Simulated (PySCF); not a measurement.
# SiSe: spin, charge, geometry and surroundings

One physical setting of the base script is moved in each run, with the edits that it forces.

The runs use PySCF 2.14.0; each script names its method and basis.

4 further runs of the same task are left out: 4 that didn't finish.

**1. Starting geometry**

SiSe: 2 atoms, charge 0, spin multiplicity 1.

Bond lengths: Si1–Se2 2.230 Å.

**2. The run that the others are compared with**

Input file input.py:

```python
from pyscf import gto, scf, mcscf

mol = gto.M(
    atom='Si 0 0 0; Se 0 0 2.23',
    basis='cc-pvdz',
    charge=0,
    spin=0,
    symmetry=True,
    verbose=4,
)
mf = scf.ROHF(mol)
mf.kernel()
mc = mcscf.CASCI(mf, 6, 8)
mc.kernel()
mc.analyze()
mf.dip_moment()
print('orbital energies (hartree):', mf.mo_energy[..., max(0, mol.nelec[1]-3):mol.nelec[0]+3].round(4))
```

On the command line:

```console
$ OMP_NUM_THREADS=1 python input.py
```

The log of this run is left out.

In short: E(SCF) = -2688.748266 Eh, 9 cycles, E(CAS) − E(SCF) = -0.03517 Eh, μ = 2.85 D (of the SCF density).

The bond length is a typed value, not an optimised one.

**3. PCM, ε = 78.36**

Edit 1 changes solvent: none (gas phase) → PCM, ε = 78.36; step after the SCF: casci → analyze.

Input file input.py:

```python
from pyscf import gto, scf, solvent

mol = gto.M(
    atom='Si 0 0 0; Se 0 0 2.23',
    basis='cc-pvdz',
    charge=0,
    spin=0,
    symmetry=True,
    verbose=4,
)
mf = scf.ROHF(mol)
mf = solvent.PCM(mf)
mf.with_solvent.eps = 78.36
mf.kernel()
mf.analyze()
print('orbital energies (hartree):', mf.mo_energy[..., max(0, mol.nelec[1]-3):mol.nelec[0]+3].round(4))
```

On the command line:

```console
$ OMP_NUM_THREADS=1 python input.py
```

**4. Bond 2.163 Å**

Edit 2 changes bond length: 2.23 Å → 2.163 Å.

input.py, as its differences from that of step 2:

```diff
@@ -3,3 +3,3 @@
 mol = gto.M(
-    atom='Si 0 0 0; Se 0 0 2.23',
+    atom='Si 0 0 0; Se 0 0 2.163',
     basis='cc-pvdz',
```

**5. PCM, ε = 32.6**

Edit 3 changes solvent: none (gas phase) → PCM, ε = 32.6; step after the SCF: casci → analyze.

Input file input.py:

```python
from pyscf import gto, scf, solvent

mol = gto.M(
    atom='Si 0 0 0; Se 0 0 2.23',
    basis='cc-pvdz',
    charge=0,
    spin=0,
    symmetry=True,
    verbose=4,
)
mf = scf.ROHF(mol)
mf = solvent.PCM(mf)
mf.with_solvent.eps = 32.6
mf.kernel()
mf.analyze()
print('orbital energies (hartree):', mf.mo_energy[..., max(0, mol.nelec[1]-3):mol.nelec[0]+3].round(4))
```

**6. PCM, ε = 2.27**

Edit 4 changes solvent: none (gas phase) → PCM, ε = 2.27; step after the SCF: casci → analyze.

Input file input.py:

```python
from pyscf import gto, scf, solvent

mol = gto.M(
    atom='Si 0 0 0; Se 0 0 2.23',
    basis='cc-pvdz',
    charge=0,
    spin=0,
    symmetry=True,
    verbose=4,
)
mf = scf.ROHF(mol)
mf = solvent.PCM(mf)
mf.with_solvent.eps = 2.27
mf.kernel()
mf.analyze()
print('orbital energies (hartree):', mf.mo_energy[..., max(0, mol.nelec[1]-3):mol.nelec[0]+3].round(4))
```

**7. Lengths in bohr**

Edit 5 changes length unit: angstrom → bohr; bond length: 2.23 Å → 2.23 bohr.

input.py, as its differences from that of step 2:

```diff
@@ -7,2 +7,3 @@
     spin=0,
+    unit='bohr',
     symmetry=True,
```

What does the calculation give? Wanted: for each run, E(SCF); from base; SCF dipole; after the SCF.

The runs gave:

| run | E(SCF) (hartree) | from base (eV) | cycles | SCF dipole (D) | after the SCF |
| --- | --- | --- | --- | --- | --- |
| base | -2688.748266 | 0 | 9 | 2.85 | CASCI correlation -0.957 eV |
| PCM, ε = 78.36 | -2688.754916 | -0.1809 | 10 | 4.53 | n/a |
| bond 2.163 Å | -2688.756258 | -0.2175 | 9 | 2.50 | CASCI correlation -0.908 eV |
| PCM, ε = 32.6 | -2688.754743 | -0.1762 | 10 | 4.48 | n/a |
| PCM, ε = 2.27 | -2688.751432 | -0.0862 | 9 | 3.63 | n/a |
| lengths in bohr (poor choice) | -2687.036354 | not comparable | 8 | 1.40 | CASCI correlation -0.355 eV |

In words: The largest comparable shift of the SCF energy, -0.217 eV, comes with the run “bond 2.163 Å”. A continuum solvent with ε = 78.36 lowers the energy by 0.181 eV. A continuum solvent with ε = 32.6 lowers the energy by 0.176 eV. A continuum solvent with ε = 2.27 lowers the energy by 0.086 eV. Rows marked «poor choice» come from settings spoiled on purpose.
